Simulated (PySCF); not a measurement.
# cis-Hf(PH3)2Cl4: geometry, NMR shifts and electronic excitations

Aim: predict the NMR shifts and electronic excitations of cis-Hf(PH3)2Cl4 (`[PH3]->[Hf](<-[PH3])([Cl])([Cl])([Cl])[Cl]`).

The runs use PySCF 2.14.0, with density-fitted response routines of our own; the level of theory stands in each step. All values are computed, except where a source is named. Atoms count from 0, in the outputs and in this text.

## 1. The starting structure

13 atoms, charge 0, multiplicity 1; geometry from: GFN2-xTB. The atoms were then displaced at random by about 0.03 Å, so the start is not that level's minimum.

Bonds of the start (Å): Hf0–P1 2.80, Hf0–Cl5 2.33, Hf0–P6 2.78, Hf0–Cl10 2.37, Hf0–Cl11 2.44, Hf0–Cl12 2.17, P1–H2 1.43, P1–H3 1.43, P1–H4 1.38, P6–H7 1.39, P6–H8 1.37, P6–H9 1.34.

## 2. Geometry optimisation at PBE0-D3(BJ)/def2-SVP

What the job is given:

```
{"job": {"xc": "PBE0", "basis": "def2-SVP", "d3": "d3bj", "grid": 1, "maxiter": 40, "shake": 0.03, "kind": "geom"}, "charge": 0, "multiplicity": 1}
Hf    -0.526460    -0.237570    -0.967690
P     -1.431610    -0.446870     1.669140
H     -2.791250    -0.013690     1.681580
H     -0.911340     0.410550     2.690540
H     -1.641860    -1.547630     2.469120
Cl     0.335370     0.399060    -3.032230
P      2.126050     0.427020    -0.461520
H      3.059710     0.534340     0.563780
H      2.461420     1.658560    -0.965370
H      2.918750    -0.333800    -1.237130
Cl    -2.813210    -0.613080    -1.443800
Cl    -0.875860     2.019800    -0.118090
Cl     0.120920    -2.308810    -0.826120
```

The run is started by

```sh
OMP_NUM_THREADS=1 python probes_run.py task.json out
```

One launch serves the whole session: the jobs run in the order shown.

**Question.** This job is followed by: GIAO PBE0/pcSseg-1 Hf:def2-TZVP NMR shielding, non-relativistic, gas phase; TDDFT CAM-B3LYP/def2-SVPD, vertical, gas phase, core orbitals frozen in the response; GIAO B3LYP/pcSseg-1 Hf:def2-TZVP NMR shielding, non-relativistic, gas phase. Predict these results of the whole session: point group; rotational constants (main isotopes); 1H shifts against TMS (PBE0/def2-TZVP+pcSseg-1, means over atoms taken as alike); 31P shifts against H3PO4 (PBE0/def2-TZVP+pcSseg-1, means over atoms taken as alike); 35Cl shifts against HCl (PBE0/def2-TZVP+pcSseg-1, means over atoms taken as alike); surface potential, 1st and 99th percentile; lowest singlet (CAM-B3LYP/def2-SVPD); brightest single state of those computed; lowest triplet; vertical ionisation energy (ΔSCF); vertical electron affinity (ΔSCF); range of the shift of Cl5.

As calculated:

| quantity | value |
| --- | --- |
| point group | C1 |
| rotational constants (main isotopes) | 0.61, 0.56, 0.51 GHz |
| 1H shifts against TMS (PBE0/def2-TZVP+pcSseg-1, means over atoms taken as alike) | 3.40 ppm |
| 31P shifts against H3PO4 (PBE0/def2-TZVP+pcSseg-1, means over atoms taken as alike) | -199.8 ppm |
| 35Cl shifts against HCl (PBE0/def2-TZVP+pcSseg-1, means over atoms taken as alike) | 503, 372 ppm |
| surface potential, 1st and 99th percentile | -0.83 V and 1.58 V |
| lowest singlet (CAM-B3LYP/def2-SVPD) | 5.21 eV (238 nm), f = 0.010 |
| brightest single state of those computed | state 9, 6.06 eV, f = 0.039 |
| lowest triplet | 4.90 eV |
| vertical ionisation energy (ΔSCF) | 10.19 eV |
| vertical electron affinity (ΔSCF) | 0.86 eV |
| range of the shift of Cl5 | 503 to 516 ppm |

**Reading.** The start was shaken at random, so part of the energy gained undoes that. Over 21 steps the energy fell by 0.865 eV; of the close pairs, Hf0–Cl12 changed most, 2.175 to 2.406 Å. At PBE0/def2-TZVP+pcSseg-1: The widest tensor belongs to Cl5, Cl10: span 735 ppm, with a paramagnetic part of -708 ppm. At PBE0/def2-TZVP+pcSseg-1, counted by nearest atom on the grid, the HOMO lies on Cl11, Cl12 about 27 % each; P6 20 %, the LUMO on Hf0 54 %; Cl5, Cl10 about 9 % each. The first singlet state (HOMO→LUMO 0.96) lies at 5.21 eV and is weak; of the 10 states computed, the strongest absorption comes from state 9 at 6.06 eV. The lowest triplet lies 0.30 eV below the lowest singlet (triplets in Tamm-Dancoff, singlets in full TDDFT). Spin-orbit coupling, left out, mixes singlets and triplets in elements this heavy. The orbital energy would give 9.59 eV for ionisation, ΔSCF gives 10.19 eV. Across the 2 runs the shift of Cl5 (with its like atoms) moves most, between 503 (PBE0/def2-TZVP+pcSseg-1) and 516 ppm (B3LYP/def2-TZVP+pcSseg-1). Spin-orbit coupling is left out, which matters for shieldings and couplings at and beside the heavy atoms.
